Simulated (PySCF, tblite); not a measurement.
# C₂H₁₀F₂Si₃: geometry, infrared bands and NMR shifts

Aim: predict the infrared bands and NMR shifts of C₂H₁₀F₂Si₃ (`FC[SiH2][C@H](F)[SiH2][SiH3]`).

Computed with tblite 0.8.0 and PySCF 2.14.0, with density-fitted response routines of our own, on a single molecule in the gas phase. Atoms count from 0, in the outputs and in this text.

## (1) The molecule as given

17 atoms, charge 0, multiplicity 1; geometry from: force field or distance geometry start.

Bonds of the start (Å): F0–C1 1.38, C1–Si2 1.86, Si2–C3 1.88, C3–F4 1.39, C3–Si5 1.87, Si5–Si6 2.22, C1–H7 1.11, C1–H8 1.13, Si2–H9 1.48, Si2–H10 1.48, C3–H11 1.10, Si5–H12 1.48, Si5–H13 1.47, Si6–H14 1.47, Si6–H15 1.48, Si6–H16 1.46.

## (2) Relaxing the molecule with GFN2-xTB

What the job is given:

```
{"job": {"kind": "relax", "xc": "GFN2-xTB", "basis": "xTB"}, "charge": 0, "multiplicity": 1}
F      4.059800    -0.119400    -0.802100
C      3.110900     0.210000     0.147800
Si     1.515300    -0.694000    -0.165500
C      0.103800     0.538900    -0.367200
F     -0.157900     1.119200     0.872900
Si    -1.414900    -0.468500    -0.805000
Si    -3.220900     0.435700     0.120200
H      2.943400     1.312000     0.125000
H      3.511200    -0.003000     1.184100
H      1.224400    -1.609200     0.963300
H      1.591900    -1.441500    -1.443900
H      0.344500     1.287200    -1.139000
H     -1.213500    -1.846000    -0.292800
H     -1.584800    -0.591700    -2.260600
H     -3.488700    -0.303200     1.364000
H     -2.966400     1.847200     0.475200
H     -4.365100     0.338300    -0.778000
```

On the command line:

```console
> OMP_NUM_THREADS=1 python probes_run.py task.json out
```

The driver reads the jobs from task.json and runs them one after another.

**Question.** This job is followed by: GFN2-xTB harmonic vibrations, gas phase; GIAO PBE0/pcSseg-1 NMR shielding, non-relativistic, gas phase. What will the session give for the following? strongest single infrared mode (GFN2-xTB); zero-point energy (GFN2-xTB); ¹³C shifts against TMS (PBE0/pcSseg-1); ¹H shifts against TMS (PBE0/pcSseg-1, means over atoms taken as alike); ¹⁹F shifts against CFCl3 (PBE0/pcSseg-1); ²⁹Si shifts against TMS (PBE0/pcSseg-1).

As calculated:

```
                                                              quantity                                               value
                             strongest single infrared mode (GFN2-xTB)                                773 cm⁻¹, 672 km/mol
                                          zero-point energy (GFN2-xTB)                                       65.1 kcal/mol
                                ¹³C shifts against TMS (PBE0/pcSseg-1)                                      82.2, 77.3 ppm
¹H shifts against TMS (PBE0/pcSseg-1, means over atoms taken as alike)  5.36, 5.16, 5.14, 4.50, 4.31, 4.17, 3.90, 3.61 ppm
                              ¹⁹F shifts against CFCl3 (PBE0/pcSseg-1)                                  -297.3, -305.8 ppm
                               ²⁹Si shifts against TMS (PBE0/pcSseg-1)                            -45.6, -74.6, -118.5 ppm
```

What this shows: The optimisation took 122 steps and gained 0.483 eV; among the close pairs (by a distance rule), Si5–Si6 changed most, from 2.222 to 2.314 Å. No mode is imaginary among the 45: a minimum at this level. The strongest single mode, at 773 cm⁻¹, has its largest shares on H14, H15, H13 and H12 (the list is cut at 4 atoms). Unscaled tight-binding wavenumbers are off by several per cent, some by more. Its intensities can rank the bands wrongly. At PBE0/pcSseg-1: Shielding is most anisotropic at C3 (span 146 ppm, paramagnetic term -150 ppm).
